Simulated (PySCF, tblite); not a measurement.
# C₂H₅F₂Si radical, a small gas-phase stand-in for a defect centre (C site with back bonds C[SiH3], F, F): EPR parameters

Wanted: the EPR parameters for `F[C](F)C[SiH3]`. It is drawn as: dangling bond.

Computed with tblite 0.8.0 and PySCF 2.14.0; each step states its level. No surroundings beyond the atoms listed, unless a continuum is named. Atoms count from 0, parts from 1.

## (1) The system as given

10 atoms, charge 0, multiplicity 2; geometry: distance geometry start.

## (2) Geometry optimisation with GFN2-xTB

The job: settings as JSON, then the geometry in Å.

```
{"job": {"kind": "relax", "xc": "GFN2-xTB", "basis": "xTB"}, "charge": 0, "multiplicity": 2}
C     -0.814853    -1.614959     0.501845
C     -0.991013    -0.286799    -0.080871
Si     0.566604     0.285205    -0.834421
F     -0.388120    -2.521736    -0.315278
F     -0.294453    -1.624412     1.685226
H     -1.737928    -0.328375    -0.827967
H     -1.299298     0.387748     0.649779
H      1.030797    -0.688591    -1.763527
H      1.566049     0.478447     0.163008
H      0.367793     1.520554    -1.520720
```

Level: GFN2-xTB geometry optimisation, gas phase.

The run is started by

```
OMP_NUM_THREADS=1 python cluster_run.py task.json out
```

One launch serves the whole session: the jobs run in the order shown.

The program printed:

```text
step      E/eV     max force
  0    -488.09891    3.019
  1    -488.38063    1.312
  2    -488.48387    0.598
  3    -488.54200    0.485
  4    -488.55291    0.307
  5    -488.55954    0.179
  6    -488.56230    0.127
  7    -488.56392    0.123
  8    -488.56489    0.111
  9    -488.56569    0.096
 10    -488.56648    0.095
 11    -488.56739    0.081
 12    -488.56837    0.093
 13    -488.56938    0.108
 14    -488.57045    0.116
 15    -488.57173    0.108
 16    -488.57322    0.142
 17    -488.57448    0.130
 18    -488.57516    0.065
 19    -488.57554    0.069
 20    -488.57596    0.066
 21    -488.57657    0.115
 22    -488.57725    0.123
 23    -488.57774    0.078
 24    -488.57802    0.041
 25    -488.57821    0.040
 26    -488.57844    0.053
 27    -488.57867    0.051
 28    -488.57883    0.033
 29    -488.57894    0.033
 30    -488.57905    0.031
 31    -488.57920    0.045
 32    -488.57935    0.040
 33    -488.57946    0.028
 34    -488.57956    0.027
 35    -488.57967    0.033
 36    -488.57979    0.042
 37    -488.57989    0.034
 38    -488.57995    0.023
 39    -488.58000    0.024
 40    -488.58006    0.031
 41    -488.58015    0.033
 42    -488.58023    0.027
 43    -488.58028    0.016
 44    -488.58031    0.018
 45    -488.58034    0.021
 46    -488.58038    0.017
 47    -488.58043    0.018
 48    -488.58046    0.015
 49    -488.58047    0.006
```

Run time: 1.2 s. Hardware: 1 thread of AMD EPYC 7R43, shared host.

Step by step:

```csv
step,energy from step 0 (eV),largest force (eV/Å)
0,0.0000,3.0188
2,-0.3850,0.5986
4,-0.4540,0.3077
6,-0.4634,0.1271
8,-0.4660,0.1104
10,-0.4676,0.0945
12,-0.4695,0.0922
14,-0.4715,0.1162
16,-0.4743,0.1427
18,-0.4762,0.0649
20,-0.4771,0.0653
22,-0.4783,0.1230
24,-0.4791,0.0410
26,-0.4795,0.0530
28,-0.4799,0.0329
30,-0.4801,0.0318
32,-0.4804,0.0401
34,-0.4807,0.0271
36,-0.4809,0.0414
38,-0.4810,0.0227
40,-0.4812,0.0316
42,-0.4813,0.0272
44,-0.4814,0.0171
46,-0.4815,0.0171
48,-0.4816,0.0148
49,-0.4816,0.0067
```

Distances of close pairs at the start and the end, largest changes first:

```csv
bond,before (Å),after (Å),change (Å)
C1–Si2,1.822,1.952,+0.130
C0–F4,1.293,1.350,+0.057
C0–F3,1.293,1.350,+0.057
C1–H6,1.041,1.088,+0.047
Si2–H7,1.424,1.459,+0.036
Si2–H9,1.427,1.462,+0.035
Si2–H8,1.425,1.459,+0.034
C1–H5,1.057,1.088,+0.031
```

## (3) Relaxing the molecule at PBE0-D3(BJ)/def2-SVP

The job: settings as JSON, then the geometry in Å.

```
{"job": {"xc": "PBE0", "basis": "def2-SVP", "d3": "d3bj", "grid": 2, "kind": "geom", "shake": 0.01}, "charge": 0, "multiplicity": 2}
C     -0.653157    -1.181350     0.792366
C     -0.821391     0.133536     0.128757
Si     0.842408     0.775764    -0.641811
F     -0.353553    -2.224851     0.015081
F      0.082230    -1.226072     1.892282
H     -1.558105     0.052375    -0.665745
H     -1.163397     0.862218     0.858883
H      1.319077    -0.211819    -1.610110
H      1.805215     0.939980     0.487701
H      0.542225     2.054635    -1.255930
```

The program printed:

```text
step   0  E = -567.62856616  max force = 0.023695
step   1  E = -567.62937347  max force = 0.015631
step   2  E = -567.63088343  max force = 0.004464
step   3  E = -567.63108555  max force = 0.001591
step   4  E = -567.63112786  max force = 0.000762
step   5  E = -567.63114895  max force = 0.000525
step   6  E = -567.63116507  max force = 0.000572
step   7  E = -567.63117704  max force = 0.000486
step   8  E = -567.63118359  max force = 0.000249
optimisation converged
```

Wall time 56 s (1 thread of AMD EPYC 7R43, shared host); peak memory 0.53 GiB.

The steps of the relaxation:

```csv
step,energy from step 0 (eV),largest force component (eV/Å)
0,0.0000,1.2184
1,-0.0220,0.8038
2,-0.0631,0.2295
3,-0.0686,0.0818
4,-0.0697,0.0392
5,-0.0703,0.0270
6,-0.0707,0.0294
7,-0.0710,0.0250
8,-0.0712,0.0128
```

Distances of close pairs at the start and the end, largest changes first:

```csv
bond,before (Å),after (Å),change (Å)
Si2–H9,1.450,1.494,+0.044
C1–Si2,1.943,1.912,-0.030
Si2–H7,1.463,1.492,+0.029
C1–H5,1.087,1.101,+0.015
C1–H6,1.087,1.101,+0.014
C0–F3,1.335,1.330,-0.006
C0–F4,1.324,1.328,+0.004
Si2–H8,1.493,1.492,-0.002
```

The final coordinates are the input of the step that follows.

```csv
at the end point,value
point group (found at 0.08 Å tolerance),C1
"rotational constants (GHz, main isotopes)","6.575, 2.383, 2.158"
dipole moment (D),1.81
⟨S²⟩,0.753
```

## (4) g tensor and hyperfine couplings: B3LYP/IGLO-III+pcH-1

The job: settings as JSON, then the geometry in Å.

```
{"job": {"kind": "epr"}, "charge": 0, "multiplicity": 2}
C     -0.622587    -1.211609     0.853261
C     -0.820489     0.034388     0.074563
Si     0.785319     0.801354    -0.625881
F     -0.093492    -2.227479     0.178133
F      0.010212    -1.064535     2.011627
H     -1.498089    -0.168561    -0.769438
H     -1.311442     0.781328     0.717161
H      1.397052    -0.116925    -1.629625
H      1.757042     1.051205     0.477917
H      0.437641     2.095261    -1.286072
```

Method: UKS B3LYP, IGLO-III on C F Si, pcH-1 on H, non-relativistic, mean-field spin-orbit, GIAO.

The program printed:

```text
UKS, coarse grid
  cycle   1  E = -568.40971818  |g| = 5.05e-01
  cycle   2  E = -568.30884677  |g| = 7.84e-01
  cycle   3  E = -568.49094412  |g| = 6.74e-02
  cycle   4  E = -568.49221308  |g| = 3.22e-02
  cycle   5  E = -568.49268312  |g| = 7.01e-03
  cycle   6  E = -568.49271123  |g| = 1.86e-03
  cycle   7  E = -568.49271352  |g| = 5.75e-04
UKS, final grid
  cycle   1  E = -568.49272756  |g| = 5.00e-04
  cycle   2  E = -568.49272757  |g| = 5.58e-04
  cycle   3  E = -568.49272767  |g| = 1.04e-04
  cycle   4  E = -568.49272767  |g| = 3.06e-05
  cycle   5  E = -568.49272767  |g| = 1.29e-05
E = -568.49272767 Eh   <S^2> = 0.7524 (exact 0.7500)
g shifts (ppm)      1          2          3
  rmc          -242       -242       -242
  gc              7        -16         -9
  oz_so        -197       2427       2891
  total        -432       2168       2640
hyperfine (MHz)  atom isotope    a_iso     a_fc   dipolar eigenvalues
    0   13C     414.45     414.43    -74.70    -74.18    148.88
    1   13C      25.29      25.28     -5.94     -5.54     11.48
    2  29Si     -68.91     -69.06    -18.12      8.86      9.26
    3   19F     261.43     260.76   -199.08   -180.60    379.68
    4   19F     258.76     258.11   -201.07   -182.59    383.66
    5    1H      20.85      20.84     -6.43     -5.35     11.78
    6    1H      13.27      13.26     -6.40     -5.14     11.53
    7    1H      -0.30      -0.30     -2.13     -0.91      3.04
    8    1H      -0.79      -0.79     -2.21     -0.95      3.16
    9    1H      11.60      11.60     -1.90     -0.63      2.54
```

It took 32 s on 1 thread of AMD EPYC 7R43, shared host; peak memory 0.84 GiB.

Principal g values 2.00189, 2.00449, 2.00496; g(iso) = 2.00378, against 2.00232 for a free electron.

Hyperfine couplings, nucleus by nucleus at this fixed geometry (no averaging over rotations):

```csv
nuclei,isotope,a(iso) (MHz),"a(iso) (G, at g = 2.0023)",largest dipolar term (MHz)
C0,13C,414.4,147.9,148.9
F3,19F,261.4,93.3,379.7
F4,19F,258.8,92.3,383.7
Si2,29Si,-68.9,-24.6,-18.1
C1,13C,25.3,9.0,11.5
H5,1H,20.8,7.4,11.8
H6,1H,13.3,4.7,11.5
H9,1H,11.6,4.1,2.5
H8,1H,-0.8,-0.3,3.2
H7,1H,-0.3,-0.1,3.0
```

Mulliken spin populations:

```csv
atom,value (e)
C0,0.89
C1,-0.05
Si2,0.08
F3,0.03
F4,0.03
H5,0.01
H6,0.00
H7,0.00
H8,0.00
H9,0.01
```

In first order the couplings over 0.8 MHz of 19F, 1H give 32 distinct lines over 201.9 G.

The fields below are evaluated on a grid from the run's orbitals.

ELF in a plane through or near 4 of the atoms.

Ten even steps from '0' (0.00) to '9' (1.00):
```
0000000000000000000000000000
0000000000000000000000000000
0000000000000000000000000000
0000000000000000000000000000
0000013420000011100000000000
0000168871000233210000000000
0002799995002466421245300000
0006999998225522545888720000
0007999998358756788999840000
0005999992217976971998620000
0001478845373866735563100000
0000012210621311333210000000
0000000123222100011000000000
0000000123432000000000000000
0000000001110000000000000000
0000000000000000000000000000
0000000000000000000000000000
0000000000000000000000000000
0000000000000000000000000000
0000000000000000000000000000
```
The map spans 10.0 Å across and 8.1 Å up, centred on the molecule. Atoms in the plane (x, y in Å): C0 (1.6, -0.1), C1 (0.4, 0.7), Si2 (-1.3, -0.3), H9 (-2.4, 0.7).

On the surface of density 0.002 e/bohr³ the electrostatic potential runs, from the 1st to the 99th percentile, from -0.62 V near F4 to 1.33 V near H5.

The spin density lies nearest to C0 68 %; F3, F4 about 10 % each.

## (5) EPR parameters: BHandHLYP/IGLO-III+pcH-1

Same as in step 4 but for these lines:

```diff
@@ -1,2 +1,2 @@
-{"job": {"kind": "epr"}, "charge": 0, "multiplicity": 2}
+{"job": {"kind": "epr", "xc": "BHandHLYP"}, "charge": 0, "multiplicity": 2}
 C     -0.622587    -1.211609     0.853261
```

With the program's defaults for keys left out, this is: UKS BHandHLYP, IGLO-III on C F Si, pcH-1 on H, non-relativistic, mean-field spin-orbit, GIAO.

The program printed:

```text
UKS, coarse grid
  cycle   1  E = -568.24902645  |g| = 4.90e-01
  cycle   2  E = -568.25140767  |g| = 5.49e-01
  cycle   3  E = -568.33982722  |g| = 4.66e-02
  cycle   4  E = -568.34097798  |g| = 2.00e-02
  cycle   5  E = -568.34124901  |g| = 6.05e-03
  cycle   6  E = -568.34128387  |g| = 2.33e-03
  cycle   7  E = -568.34128964  |g| = 6.89e-04
UKS, final grid
  cycle   1  E = -568.34130091  |g| = 4.29e-04
  cycle   2  E = -568.34130101  |g| = 2.97e-04
  cycle   3  E = -568.34130106  |g| = 9.80e-05
  cycle   4  E = -568.34130107  |g| = 5.43e-05
  cycle   5  E = -568.34130107  |g| = 1.04e-05
E = -568.34130107 Eh   <S^2> = 0.7538 (exact 0.7500)
g shifts (ppm)      1          2          3
  rmc          -243       -243       -243
  gc             25         -8         -2
  oz_so        -197       2228       2641
  total        -414       1978       2396
hyperfine (MHz)  atom isotope    a_iso     a_fc   dipolar eigenvalues
    0   13C     459.12     459.11    -78.04    -77.53    155.58
    1   13C      16.68      16.67     -6.32     -5.07     11.40
    2  29Si     -67.24     -67.37    -17.07      8.23      8.84
    3   19F     300.46     299.89   -197.17   -170.06    367.23
    4   19F     298.42     297.86   -198.98   -171.83    370.81
    5    1H      21.41      21.40     -6.42     -5.66     12.08
    6    1H      13.83      13.83     -6.41     -5.43     11.84
    7    1H      -0.33      -0.33     -2.06     -1.00      3.06
    8    1H      -0.91      -0.91     -2.14     -1.06      3.20
    9    1H      11.80      11.80     -1.75     -0.66      2.42
```

Run time: 29 s. Hardware: 1 thread of AMD EPYC 7R43, shared host; peak memory 0.92 GiB.

In short: g(iso) 2.00364.

## (6) Run by run: EPR parameters

g, ⟨S²⟩ and isotropic hyperfine couplings (MHz), with basis size and wall time:

```csv
run,g(iso),⟨S²⟩,13C C0,19F F3,19F F4,29Si Si2,13C C1,functions,time
B3LYP/IGLO-III+pcH-1,2.00378,0.752,414.4,261.4,258.8,-68.9,25.3,234,32 s
BHandHLYP/IGLO-III+pcH-1,2.00364,0.754,459.1,300.5,298.4,-67.2,16.7,234,29 s
```

## (7) Summary of results

| quantity | value |
| --- | --- |
| point group | C1 |
| rotational constants (main isotopes) | 6.57, 2.38, 2.16 GHz |
| g(iso) (B3LYP) | 2.00378 |
| ⟨S²⟩ | 0.752 (exact 0.75) |
| largest a(iso) | 13C on C0, 414.4 MHz |
| potential on the surface of density 0.002 e/bohr³, 1st and 99th percentile | -0.62 V and 1.33 V |

The start of the PBE0/def2-SVP relaxation was shaken at random by about 0.01 Å, so part of the energy gained, and of the first lengths quoted, undoes that. The optimisation took 8 steps and gained 0.071 eV; among the close pairs (by a distance rule), Si2–H9 changed most, from 1.450 to 1.494 Å (PBE0/def2-SVP). C0 carries the largest spin population, 0.89 e. The isotropic g lies 1.5 ppt above the free-electron value. The coupling of 13C on C0 runs from 414.4 (B3LYP/IGLO-III+pcH-1) to 459.1 MHz (BHandHLYP/IGLO-III+pcH-1).
